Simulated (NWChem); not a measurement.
**GaHOF (SMILES [OH][Ga][F]): UHF/6-311G(d,p)**

Aim: the vertical ionisation energy of GaHOF at UHF/6-311G**, from 2 runs. 

The results are computed with NWChem 7.3.0.

2 further runs of the same task are left out: 1 that didn't finish, 1 set aside as unsound or not needed.

## Step 1: Starting point

The species is GaHOF (4 atoms), meant as a doublet with charge 0. SMILES: `[OH][Ga][F]`. The coordinates come from a PBE0-D4/def2-TZVP relaxation.

Bond lengths: O1–Ga2 1.795 Å, Ga2–F3 1.759 Å, O1–H4 0.961 Å. Angles: O1–Ga2–F3 114.7°, Ga2–O1–H4 113.8°.

## Step 2: A single-point energy at UHF/6-311G(d,p)

m1.nw reads:

```
start m1
title "FGaHO"
memory total 2200 mb

geometry units angstroms noautosym nocenter noautoz
O    -0.928500    0.061200   -0.333300
Ga    0.802400    0.214300    0.117400
F     1.450100   -1.148000    1.023000
H    -1.268400    0.812300   -0.827400
end

basis spherical bse
* library 6-311G**
end

scf
nopen 1
uhf
thresh 1e-08
maxiter 80
noprint "final vectors analysis"
end

task scf energy
```

Started as:

```sh
nwchem m1.nw > m1.out
```

What it wrote:

```text
[...]
  functions       =    86
[...]
  wavefunction    = UHF
[...]
         Total SCF energy =  -2098.182527454257
      One electron energy =  -3292.705492693007
      Two electron energy =   1012.154084513858
 Nuclear repulsion energy =    182.368880724892
                       Sz =      0.5000
                 Sz(Sz+1) =      0.7500
                      S^2 =      0.7577
[...]
```

It took 17 s on 1 thread of Intel Xeon Platinum 8488C (Sapphire Rapids), shared host; peak memory 0.097 GiB.

## Step 3: The singlet cation, same level

struct.nw reads:

```
start struct
memory total 2200 mb
charge 1
geometry noautosym nocenter noautoz
   O    -0.928500    0.061200   -0.333300
   Ga    0.802400    0.214300    0.117400
   F     1.450100   -1.148000    1.023000
   H    -1.268400    0.812300   -0.827400
end
basis spherical bse
   * library 6-311G**
end
scf
   thresh 1e-08
   maxiter 80
   print low
end
task scf energy
```

Started as:

```sh
nwchem struct.nw > struct.out
```

What it wrote, shortened:

```text
[...]
  functions       =    86
[...]
  wavefunction    = RHF
[...]
         Total SCF energy =  -2097.835146177744
      One-electron energy =  -3277.750647739679
      Two-electron energy =    997.546620837043
 Nuclear repulsion energy =    182.368880724892
        Time for solution =     12.4s
 Task  times  cpu:       12.7s     wall:       12.7s
[...]
```

Wall time 14 s (1 thread of Intel Xeon Platinum 8488C (Sapphire Rapids), shared host); peak memory 0.099 GiB.

## Step 4: Summary of results

At UHF/6-311G**:

| quantity | value |
| --- | --- |
| doublet GaHOF: total energy | -2098.18253 Eh |
| doublet GaHOF: dipole moment | 4.02 D |
| doublet GaHOF: ⟨S²⟩ | 0.758 |
| singlet cation: total energy | -2097.83515 Eh |
| vertical ionisation energy (to the singlet cation) | 9.453 eV |

In words: The vertical ionisation energy comes to 9.45 eV (218 kcal/mol). Only the singlet of the ionised species was computed; a triplet could lie lower. Mulliken charges (doublet GaHOF) run from -0.75 on O1 to +1.09 on Ga2; they depend strongly on the basis.
